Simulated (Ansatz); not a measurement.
**YbSi (CsCl type): equation of state and elastic constants**

Aim: the bulk modulus of YbSi (CsCl type) from energies at several volumes around the relaxed one, then the elastic tensor. The cell was built by placing the elements on the sites of a structure type; the runs don't test whether it is the stable form.

Computed with Ansatz 0.2.0 (DFT PBEsol, scalar-relativistic, plane waves, PAW, unless a step's input says otherwise).

## 1. The system as given

Symmetry: Pm-3m, No. 221, cubic system. Conventional cell: a = 3.416 Å, b = 3.416 Å, c = 3.416 Å, α = 90.00°, β = 90.00°, γ = 90.00°. Around Yb (site symmetry m-3m) lie 8 Si at 2.96 Å. Si (site symmetry m-3m) has 8 Yb at 2.96 Å as nearest neighbours.

As a file:

```cif
data_structure
_symmetry_space_group_name_H-M 'Pm-3m'
_symmetry_Int_Tables_number 221
_cell_length_a 3.4165
_cell_length_b 3.4165
_cell_length_c 3.4165
_cell_angle_alpha 90.000
_cell_angle_beta 90.000
_cell_angle_gamma 90.000
_cell_volume 39.88
loop_
_atom_site_label
_atom_site_type_symbol
_atom_site_symmetry_multiplicity
_atom_site_Wyckoff_symbol
_atom_site_fract_x
_atom_site_fract_y
_atom_site_fract_z
_atom_site_occupancy
Yb1 Yb 1 a 0.00000 0.00000 0.00000 1
Si1 Si 1 b 0.50000 0.50000 0.50000 1
```

An earlier run at PBEsol left this cell at 19.939 Å³/atom and 0.01 GPa (8×8×8 mesh).

Volume factors to run: 0.980, 1.020, 0.960, 1.040.

## 2. At 0.980 of the relaxed volume

File input.yaml:

```yaml
crystal:
  lattice:
    - [3.3935266523, 0.0, 0.0]
    - [0.0, 3.3935266523, 0.0]
    - [0.0, 0.0, 3.3935266523]
  atoms:
    - { symbol: Yb, position: [0.0, 0.0, 0.0] }
    - { symbol: Si, position: [0.5, 0.5, 0.5] }
basis:
  ecutwfc: 420
  ecutrho_ratio: 4
kpoints:
  mp_grid: { grid: [8, 8, 8] }
hamiltonian:
  xc: pbesol
scf:
  occupations: { method: gaussian, width: 0.05 }
output:
  forces: true
  stress: true
  eigenvalues: true
```

After this run come: Scaling the volume by 1.020; Scaling the volume by 0.960; Volume × 1.040; Elastic constants, atoms relaxed.

Before running it: what results should come out? Wanted: V0; B0; scatter of the fit; C11, C12, C44.

**Answer**, as computed:

```
          quantity             value
                V0    19.937 Å³/atom
                B0            66 GPa
scatter of the fit    0.022 meV/atom
     C11, C12, C44  -27, 111, 49 GPa
```

The fitted minimum lies at 19.94 Å³/atom, and the bulk modulus is 66 GPa. One per cent of compression takes about 0.66 GPa. The tensor has a negative eigenvalue (-138 GPa), so the cell is mechanically unstable at this level. These are values at 0 K without zero-point motion. Spin polarisation wasn't allowed in this run. No U acts on the 4f shell, so its levels can lie too near the Fermi level. Spin–orbit coupling is left out, though the cell holds Yb; it splits the 4f levels.
